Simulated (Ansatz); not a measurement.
# CH5GaN2: how energies converge with the basis set

An exercise on one series of results from a longer session: the logs are not shown, and one member is left open.

Computed with Ansatz 0.2.0, Gaussian basis. Level: one geometry, several basis sets.

The runs, in order: PBE0-D4/def2-SVP; ωB97M-V/def2-SVP; PBE0-D4/def2-QZVPP; ωB97M-V/def2-QZVPP; the functionals' def2-TZVPP values are taken from earlier runs.

### The geometry

An earlier PBE0-D4 in a triple-zeta def2 set relaxation fixed the geometry.

9 atoms, charge 0, spin multiplicity 1.

Atoms are counted from 1 here; the program's logs count them from 0.

Bond lengths: N1–C2 1.280 Å, N1–H5 1.015 Å, C2–N3 1.366 Å, C2–Ga4 1.994 Å, N3–H6 1.003 Å, N3–H7 1.010 Å, Ga4–H8 1.568 Å, Ga4–H9 1.573 Å. Angles: C2–N1–H5 111.3°, N1–C2–N3 119.2°, N1–C2–Ga4 122.5°, N3–C2–Ga4 118.3°, C2–N3–H6 120.0°, C2–N3–H7 117.2°, H6–N3–H7 117.2°, C2–Ga4–H8 115.4°, C2–Ga4–H9 122.0°, H8–Ga4–H9 122.6°.

Geometry (Å):

```xyz
9
charge 0, multiplicity 1
N    -0.2359    0.5058   -1.5983
C     0.1473    0.2507   -0.4039
N     1.2930    0.8271    0.0656
Ga   -0.8355   -1.0071    0.7905
H    -1.0681   -0.0231   -1.8392
H     1.4747    0.8509    1.0515
H     1.7074    1.5559   -0.4973
H    -2.0487   -1.7513    0.1330
H    -0.4341   -1.2090    2.2981
```

The first run:

Contents of in.yaml:

```yaml
crystal:
  periodic: [false, false, false]
  atoms:
    - {symbol: N, position_ang: [-0.235928, 0.505839, -1.598320]}
    - {symbol: C, position_ang: [0.147277, 0.250745, -0.403873]}
    - {symbol: N, position_ang: [1.293008, 0.827068, 0.065600]}
    - {symbol: Ga, position_ang: [-0.835516, -1.007111, 0.790513]}
    - {symbol: H, position_ang: [-1.068100, -0.023119, -1.839167]}
    - {symbol: H, position_ang: [1.474722, 0.850863, 1.051459]}
    - {symbol: H, position_ang: [1.707381, 1.555924, -0.497281]}
    - {symbol: H, position_ang: [-2.048735, -1.751252, 0.132980]}
    - {symbol: H, position_ang: [-0.434120, -1.208958, 2.298087]}
basis:
  gaussian: {orbitals: def2-SVP}
hamiltonian: {xc: pbe0, dispersion: d4}
output: {orbitals: {seedname: orbitals}}
```

Steps of the session up to this table: PBE0-D4 in def2-SVP; ωB97M-V in def2-SVP; PBE0-D4 in def2-QZVPP; ωB97M-V in def2-QZVPP.

One of the session's tables, all rows but one given; the rest of the session is left out.

It belongs to the step «Density functionals: the series». 

| functional | basis | HOMO (eV) | LUMO (eV) |
| --- | --- | --- | --- |
| PBE0-D4 | def2-SVP | -6.54 | -1.92 |
| PBE0-D4 | def2-TZVPP | -6.77 | -2.02 |
| PBE0-D4 | def2-QZVPP | -6.82 | -2.06 |
| ωB97M-V | def2-SVP | -8.78 | -0.18 |
| ωB97M-V | def2-TZVPP | -9.05 | -0.30 |
| ωB97M-V | def2-QZVPP | ? | ? |

**Question.** Estimate the row for ωB97M-V, def2-QZVPP.

As computed: HOMO (eV): -9.10; LUMO (eV): -0.42. In the column «HOMO (eV)» it is the lowest.
